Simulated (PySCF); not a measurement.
**EuF3(H2O): other functionals and bases at one geometry**

One table from this session's results is given with a row withheld; the runs are named, their logs left out.

Computed with PySCF 2.14.0. Level: several levels, as the steps say, no spin–orbit coupling.

1 further run of the same task is left out (for a known fault of the program).

## The system as given

7 atoms, charge 0, spin multiplicity 1.

Bond lengths: Eu1–F2 2.061 Å, Eu1–F3 2.057 Å, Eu1–F4 2.061 Å, Eu1–O5 2.463 Å, O5–H6 0.965 Å, O5–H7 0.965 Å. Angles: F2–Eu1–F3 116.0°, F2–Eu1–F4 118.5°, F2–Eu1–O5 99.6°, F3–Eu1–F4 116.0°, F3–Eu1–O5 102.0°, F4–Eu1–O5 99.6°, Eu1–O5–H6 126.6°, Eu1–O5–H7 126.6°, H6–O5–H7 106.7°.

Geometry (Å):

```
Eu    0.0870   -0.0907    0.0907
F     1.1005    1.3664    1.1392
F    -1.3184   -1.1532    1.1532
F     1.1005   -1.1392   -1.3664
O    -1.3206    1.3380   -1.3380
H    -1.6550    2.2175   -1.1221
H    -1.6550    1.1221   -2.2175
```

Formal oxidation states: Eu +3. Each metal's 6 4f electrons lie in its core potential, so multiplicities, spins and levels count the valence alone. An earlier session relaxed this geometry at PBE0, Eu lcecp-1-SVP with ECP52, F def2-SVP, O def2-SVP, H def2-SVP (singlet, point group Cs).

At PBE0 on the finer grid: E = -410.889391 Eh, HOMO -9.35 eV, LUMO -1.13 eV, Mulliken charge on Eu1 +1.21 e, largest force component 0.009 eV/Å. 

Levels to run: M06-L; CAM-B3LYP; PBE0, TZVP. Hardware: 2 threads of Arm Neoverse V2, shared host.

Set-up of the first run:

run.py (the lines that set the calculation) reads:

```python
mol = gto.M(atom='''
Eu     0.08704    -0.09072     0.09072
F      1.10052     1.36637     1.13916
F     -1.31840    -1.15316     1.15316
F      1.10052    -1.13916    -1.36637
O     -1.32064     1.33801    -1.33801
H     -1.65504     2.21750    -1.12210
H     -1.65504     1.12210    -2.21750''',
    basis={'Eu': 'lcecp-1-SVP', 'F': 'def2-SVP', 'O': 'def2-SVP', 'H': 'def2-SVP'},
    ecp={'Eu': 'lcecp-1-SVP'},
    charge=0, spin=0)
mf = dft.RKS(mol, xc='M06L')
mf.grids.atom_grid = (75, 302)  # f atoms: unpruned, at least (60, 302)
mf = mf.density_fit()  # fitting sets: Eu AutoAux, F def2-universal-JKFIT, O def2-universal-JKFIT, H def2-universal-JKFIT
mf.conv_tol = 1e-08; mf.max_cycle = 55
mf.kernel(dm0)  # dm0: the density of the relaxed state
```

Run with:

```bash
$ OMP_NUM_THREADS=2 python run.py
```

Among the steps run: M06-L; CAM-B3LYP; PBE0, TZVP.

One table of the session follows, with a row left open; its other results are not shown here.

| level | HOMO (eV) | gap (eV) | charge on Eu1 (e) | dipole (D) | largest force component (eV/Å) |
| --- | --- | --- | --- | --- | --- |
| PBE0 (relaxed here) | -9.35 | 8.22 | 1.21 | 6.73 | 0.01 |
| M06-L | -7.68 | 6.51 | 1.34 | 6.62 | 0.19 |
| CAM-B3LYP | -10.82 | 10.36 | 1.17 | 6.79 | 0.12 |
| PBE0, TZVP | ? | ? | ? | ? | ? |

**Question.** Estimate the row for PBE0, TZVP.

The run gave: HOMO (eV): -9.56; gap (eV): 8.15; charge on Eu1 (e): 1.63; dipole (D): 6.74; largest force component (eV/Å): 0.22. In the column «HOMO (eV)» it lies between CAM-B3LYP (-10.82) and PBE0 (relaxed here) (-9.35).

In one basis the HOMO–LUMO gap runs from 6.51 eV (M06-L) to 10.36 eV (CAM-B3LYP). The largest leftover force, 0.22 eV/Å with PBE0, TZVP, stands at a geometry relaxed at another level. With 4f in the core, its levels are missing from HOMO and gap, and its count is fixed, so no charge can pass from the ligands into it. Total energies of different levels can't be compared.
